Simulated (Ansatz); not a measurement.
Write a Python script for Ansatz 0.2.0, Python API that makes a rigid scan of one bond angle of CH4GeOS, SMILES O=[C](S)[GeH3]. Use (for the species named): r2scan0, def2-SVP basis, multiplicity 1.

```
atom    x (Å)    y (Å)    z (Å)
   O   0.6850  -0.7630   1.7343
   C   0.6165  -0.3322   0.5659
   S   2.1188   0.0873  -0.2733
  Ge  -0.9752  -0.1519  -0.3697
   H   2.0757   1.4206   0.1396
   H  -1.9586   0.8605   0.3817
   H  -0.7624   0.3502  -1.8025
   H  -1.7077  -1.5286  -0.4319
```

`bend_ch4geos.py`
```python
"""Bending curve of CH4GeOS."""

import ansatz as az
from ase import Atoms

atoms = Atoms(["O", "C", "S", "Ge", "H", "H", "H", "H"], positions=[
    (0.685, -0.763, 1.7343),
    (0.6165, -0.3322, 0.5659),
    (2.1188, 0.0873, -0.2733),
    (-0.9752, -0.1519, -0.3697),
    (2.0757, 1.4206, 0.1396),
    (-1.9586, 0.8605, 0.3817),
    (-0.7624, 0.3502, -1.8025),
    (-1.7077, -1.5286, -0.4319),
])

# relax first, so that the scan starts from a minimum
first = (
    az.Crystal.molecule_from_ase(atoms).calculation()
    .basis(gaussian="def2-SVP")
    .functional("R2SCAN0")
    .relax(force_tolerance=0.02, max_steps=80)
)
atoms.positions = first.run().report["positions_ang"]

rows = []
for angle in [90, 100, 110, 120, 135, 150, 165, 179]:
    bent = atoms.copy()
    bent.set_angle(1, 2, 4, angle, indices=[4])
    job = (
        az.Crystal.molecule_from_ase(bent).calculation()
        .basis(gaussian="def2-SVP")
        .functional("R2SCAN0")
    )
    rows.append((angle, job.run().report["free_energy_ev"]))
floor = min(e for _, e in rows)
for angle, e in rows:
    print(f"angle C1-S2-H4 = {angle:3d} deg   {1000 * (e - floor):9.1f} meV")
```

Running `python bend_ch4geos.py` prints:
```text
angle C1-S2-H4 =  90 deg        21.4 meV
angle C1-S2-H4 = 100 deg         0.0 meV
angle C1-S2-H4 = 110 deg       131.4 meV
angle C1-S2-H4 = 120 deg       387.2 meV
angle C1-S2-H4 = 135 deg       939.2 meV
angle C1-S2-H4 = 150 deg      1578.5 meV
angle C1-S2-H4 = 165 deg      2119.4 meV
angle C1-S2-H4 = 179 deg      2332.1 meV
```

Caveats:
- These settings explore the input space; basis and method may be short of convergence.
- The scan is rigid, and the energies are electronic, in a modest basis. The zero is the lowest point of the grid, which needn't be the minimum.
- Wall time of the script: 3.8 min on 1 thread of Arm Neoverse V2 (shared host), peak memory 0.31 GiB.
